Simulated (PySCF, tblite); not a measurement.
# C₃H₉NO₃Si: geometry, infrared bands and NMR shifts

Aim: predict the infrared bands and NMR shifts of C₃H₉NO₃Si (`CN[SiH2]OCC(=O)O`).

Computed with tblite 0.8.0 and PySCF 2.14.0, with density-fitted response routines of our own, on a single molecule in the gas phase. Atoms count from 0, in the outputs and in this text.

## 1. The starting structure

17 atoms, charge 0, multiplicity 1; geometry from: force field or distance geometry start.

Bonds of the start (Å): C0–N1 1.46, N1–Si2 1.70, Si2–O3 1.66, O3–C4 1.41, C4–C5 1.52, C5–O6 1.22, C5–O7 1.34, C0–H8 1.09, C0–H9 1.09, C0–H10 1.09, N1–H11 1.02, Si2–H12 1.47, Si2–H13 1.48, C4–H14 1.11, C4–H15 1.09, O7–H16 0.98.

## 2. Geometry optimisation with GFN2-xTB

The job: settings as JSON, then the geometry in Å.

```
{"job": {"kind": "relax", "xc": "GFN2-xTB", "basis": "xTB"}, "charge": 0, "multiplicity": 1}
C      3.007800     0.876600     0.028400
N      1.582900     0.654300     0.279100
Si     0.915200    -0.873600     0.609700
O     -0.711100    -0.579800     0.784300
C     -1.500600    -0.386900    -0.362500
C     -2.958200    -0.118800    -0.015400
O     -3.457400    -0.055100     1.092300
O     -3.713500     0.067700    -1.107300
H      3.351400     0.303800    -0.836900
H      3.159700     1.937800    -0.188100
H      3.613900     0.616300     0.893800
H      1.285800     1.264300     1.042100
H      1.493500    -1.376100     1.869100
H      1.157900    -1.760100    -0.549700
H     -1.142000     0.494800    -0.928900
H     -1.480200    -1.281800    -0.988100
H     -4.612200     0.228700    -0.737800
```

Launch:

```sh
$ OMP_NUM_THREADS=1 python probes_run.py task.json out
```

This one command runs all jobs of the session in turn.

**Question.** This job is followed by: GFN2-xTB harmonic vibrations, gas phase; GIAO PBE0/pcSseg-1 NMR shielding, non-relativistic, gas phase. Predict these results of the whole session: strongest single infrared mode (GFN2-xTB); zero-point energy (GFN2-xTB); 13C shifts against TMS (PBE0/pcSseg-1); 1H shifts against TMS (PBE0/pcSseg-1, means over atoms taken as alike); 15N shifts against NH3 (PBE0/pcSseg-1); 29Si shifts against TMS (PBE0/pcSseg-1); 17O shifts against H2O (PBE0/pcSseg-1); surface potential, 1st and 99th percentile.

As calculated:

| quantity | value |
| --- | --- |
| strongest single infrared mode (GFN2-xTB) | 1804 cm⁻¹, 449 km/mol |
| zero-point energy (GFN2-xTB) | 78.3 kcal/mol |
| 13C shifts against TMS (PBE0/pcSseg-1) | 179.4, 65.1, 27.5 ppm |
| 1H shifts against TMS (PBE0/pcSseg-1, means over atoms taken as alike) | 6.23, 5.01, 4.66, 2.66, 1.55 ppm |
| 15N shifts against NH3 (PBE0/pcSseg-1) | 24.6 ppm |
| 29Si shifts against TMS (PBE0/pcSseg-1) | -26.6 ppm |
| 17O shifts against H2O (PBE0/pcSseg-1) | 426.9, 199.8, 23.5 ppm |
| surface potential, 1st and 99th percentile | -1.23 V and 2.45 V |

What this shows: The optimisation took 204 steps and gained 0.474 eV; among the close pairs (by a distance rule), Si2–O3 changed most, from 1.662 to 1.631 Å. No mode is imaginary among the 45: a minimum at this level. The strongest single mode, at 1804 cm⁻¹, moves mainly C5 and O6. GFN2-xTB is a fitted tight-binding method: band positions and strengths are rough. Its intensities can rank the bands wrongly. The most deshielded carbon is C5 (carboxylic acid carbon), at 179.4 ppm: it is a carbonyl in resonance with an O or N lone pair, the region of acids, esters and amides. At PBE0/pcSseg-1: Shielding is most anisotropic at O6 (span 633 ppm, paramagnetic term -498 ppm).
